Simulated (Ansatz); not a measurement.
**W (sc type): how the settings move a single-point run**

How sensitive is a single-point run of W (sc type) to its settings? A reference run comes first, then two runs with altered input.

Program: Ansatz 0.2.0. Level of theory: reference: DFT, LDA, PAW with Ansatz's default frozen-core files, scalar-relativistic. These are calculated values, not measurements.

## 1. Starting point

It takes space group Pm-3m (No. 221, cubic). The conventional cell has a = 2.595 Å, b = 2.595 Å, c = 2.595 Å, α = 90.00°, β = 90.00°, γ = 90.00°. W (site symmetry m-3m) is surrounded by 6 W at 2.60 Å.

Coordinates:

```xyz
1
Lattice="2.5955 0.0000 0.0000 0.0000 2.5955 0.0000 0.0000 0.0000 2.5955" Properties=species:S:1:pos:R:3 pbc="T T T"
W     0.0000    0.0000    0.0000
```

## 2. The reference run

input.yaml

```yaml
crystal:
  lattice:
    - [2.5954848852, 0.0, 0.0]
    - [0.0, 2.5954848852, 0.0]
    - [0.0, 0.0, 2.5954848852]
  atoms:
    - { symbol: W, position: [0.0, 0.0, 0.0] }
kpoints:
  mp_grid: { grid: [15, 15, 15] }
  band_path:
    path:
      - [0.0, 0.0, 0.0]
      - [0.0, 0.5, 0.0]
      - [0.5, 0.5, 0.0]
      - [0.0, 0.0, 0.0]
      - [0.5, 0.5, 0.5]
      - [0.0, 0.5, 0.0]
      - [0.5, 0.5, 0.5]
      - [0.5, 0.5, 0.0]
    npoints: 8
scf:
  occupations: { method: fermi_dirac, width: 0.08 }
hamiltonian:
  xc: lda
  pseudopotentials: { kind: paw }
output:
  forces: true
  stress: true
  eigenvalues: true
  populations: true
  dos: { projected: true, de: 0.2, e_range: [-14, 8] }
```

Started as:

```sh
ansatz run input.yaml --threads 1 --pin off --max-ram 2048MiB --backend cpu --events-out ev --progress --plain --runs-dir out
```

## 3. Changing settings: scf.algorithm direct_min, hubbard.sites [{species: W, l: d, u_eff: 4.0}], hubbard.double_counting fll

Changes to input.yaml since step 2:

```diff
@@ -22,2 +22,3 @@
   occupations: { method: fermi_dirac, width: 0.08 }
+  algorithm: direct_min
 hamiltonian:
@@ -25,2 +26,3 @@
   pseudopotentials: { kind: paw }
+  hubbard: { sites: [{ species: W, l: d, u_eff: 4.0 }], double_counting: fll }
 output:
@@ -30,2 +32 @@
   populations: true
-  dos: { projected: true, de: 0.2, e_range: [-14, 8] }
```

## 4. Variant: starting moments, eigensolver.kind davidson, mixing.algorithm msr1, mixing.beta 0.3, spin_polarized true

Changes to input.yaml since step 2:

```diff
@@ -6,3 +6,3 @@
   atoms:
-    - { symbol: W, position: [0.0, 0.0, 0.0] }
+    - { symbol: W, position: [0.0, 0.0, 0.0], spin: 0.2 }
 kpoints:
@@ -22,2 +22,4 @@
   occupations: { method: fermi_dirac, width: 0.08 }
+  eigensolver: { kind: davidson }
+  mixing: { algorithm: msr1, beta: 0.3 }
 hamiltonian:
@@ -30,2 +32,3 @@
   populations: true
-  dos: { projected: true, de: 0.2, e_range: [-14, 8] }
+magnetization:
+  spin_polarized: true
```

**Question.** What will these runs give? Wanted: for each run, ending; energy change; pressure; gap; force.

**Answer**, as computed:

```tsv
run	ending	energy change	pressure (GPa)	gap (eV)	force (eV/Å)	cycles	time
reference	converged	0	0.0	0.00	0.00	6	1.8 s
1: scf.algorithm direct_min, hubbard.sites [{species: W, l: d, u_eff: 4.0}], hubbard.double_counting fll	converged	+4.78 eV/atom (Hubbard term changed: no physical gain or loss)	2.9	0.00	0.00	5	5.9 s
2: starting moments, eigensolver.kind davidson, mixing.algorithm msr1, mixing.beta 0.3, spin_polarized true	converged	0.0 meV/atom	0.0	0.00	0.00	8	4.1 s
```

Times don't compare one to one where runs were asked for different outputs or read a saved state (see the inputs); cycles may leave out searches for a lower state.

Residual by cycle in the longest SCF loop of each run; runs are numbered as in the table. The quantity is the density residual dr2, in eV.

```tsv
cycle	reference	run 1	run 2
1	0.00159	0.279	0.3
2	7.0e-4	0.015	0.154
3	2.5e-5	5.0e-5	3.7e-4
4	1.1e-6	4.9e-8	1.7e-5
5	1.3e-7	3.2e-9	1.3e-6
6	3.7e-9	-	1.2e-8
7	-	-	7.7e-11
8	-	-	2.9e-11
```

What this shows: «starting moments, eigensolver.kind davidson, mixing.algorithm msr1, mixing.beta 0.3, spin_polarized true» leaves the energy as it was. A changed U is a change of model: its shifts are not errors of convergence.
